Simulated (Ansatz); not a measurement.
LiMo in Ansatz: the effect of strain

Crystal: LiMo.

```
CELL_PARAMETERS angstrom
2.56652 0.00000 0.00000
-1.28326 2.22267 0.00000
0.00000 0.00000 5.00471
ATOMIC_POSITIONS crystal
Li 0.00000 0.00000 0.00000
Mo 0.33333 0.66667 0.50000
```

The cell was built by a generator and needn't be a form met in nature.

The cell isn't the ideal one: strained by -4 %.

Alike in all runs:

```yaml
Program: Ansatz 0.2.0
Task: relaxation of the atoms
Functional: PBE
Potentials_or_basis: Ansatz PAW
Cutoff: "420 eV (not typed: the program's choice for these potentials)"
k_mesh: 11 × 11 × 6
Occupations: fermi-dirac, width 0.05 eV
Spin: no spin polarisation
```

Each run relaxes the cell or the atoms first.

Task: One run gave: pressure 6.9 GPa. Which strain did it use?
A. -0.04
B. -0.02
C. -0.01

Result: B.

```tsv
strain	pressure (GPa)
-0.04	14.0
-0.02	6.9
-0.01	3.8
```

Caveats: the relaxation stopped at its first step, so nothing moved; the thresholds are loose for stress.
